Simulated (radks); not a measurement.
# Polarisabilities and dispersion coefficients of Re³⁺, Ta⁺, Pb and others

One table from this session's results is given with a row withheld; the runs are named, their logs left out.

Program: radks (a radial shooting solver on a logarithmic mesh, Libxc functionals) version 1. Level of theory: scalar-relativistic Kohn-Sham, LDA (Slater exchange, Perdew-Wang correlation), spin-polarised, spherical densities, finite nucleus; open shells are filled with parallel spins first. These are calculated values, not measurements, unless marked.

**The atom as given**

| Quantity | Value |
| --- | --- |
| species | Re³⁺ ([Xe] 4f14 5d4), Ta⁺ ([Xe] 4f14 5d3 6s1), Pb ([Hg] 6p2), Ga³⁺ ([Ar] 3d10), Mg⁺ ([Ne] 3s1), Ca ([Ar] 4s2), Rb ([Kr] 5s1) |

Set-up of the first run:

Settings of this run:

```text
Z 75
configuration [Xe] 4f14 5d4
relativity scalar-relativistic
functional lda,pw
spin polarised
nucleus finite rms 5.3698 fm
c 137.035999084
response adiabatic LDA kernel
```

Among the steps run: Re³⁺, [Xe] 4f14 5d4; Ta⁺, [Xe] 4f14 5d3 6s1; Pb, [Hg] 6p2; Ga³⁺, [Ar] 3d10; Mg⁺, [Ne] 3s1; Ca, [Ar] 4s2; Rb, [Kr] 5s1.

One table of the session follows, with a row left open; its other results are not shown here.

| species | −ε(HOMO) (eV) | α (bohr³) | α uncoupled (bohr³) | C6 (hartree bohr⁶) |
| --- | --- | --- | --- | --- |
| Re³⁺ | 34.463 | 7.460 | 10.86 | 40.64 |
| Ta⁺ | ? | ? | ? | ? |
| Pb | 4.058 | 66.84 | 94.61 | 768.4 |
| Ga³⁺ | 52.851 | 1.491 | 1.839 | 3.351 |
| Mg⁺ | 12.000 | 30.35 | 35.29 | 124.8 |
| Ca | 3.864 | 146.5 | 271.8 | 1953 |
| Rb | 2.546 | 280.2 | 327.2 | 3894 |

**Question.** Estimate the row for Ta⁺.

The run gave: −ε(HOMO) (eV): 11.493; α (bohr³): 39.06; α uncoupled (bohr³): 64.38; C6 (hartree bohr⁶): 333.2. In the column «−ε(HOMO) (eV)» it lies between Pb (4.058) and Mg⁺ (12.000).

In words: Uncoupled leaves out the potential induced by the response; Rb is the most polarisable and Ga³⁺ the least, a factor 188 apart. C8 is given only where no p, d or f shell is open. For heavy and open-shell atoms this level can miss by tens of per cent.
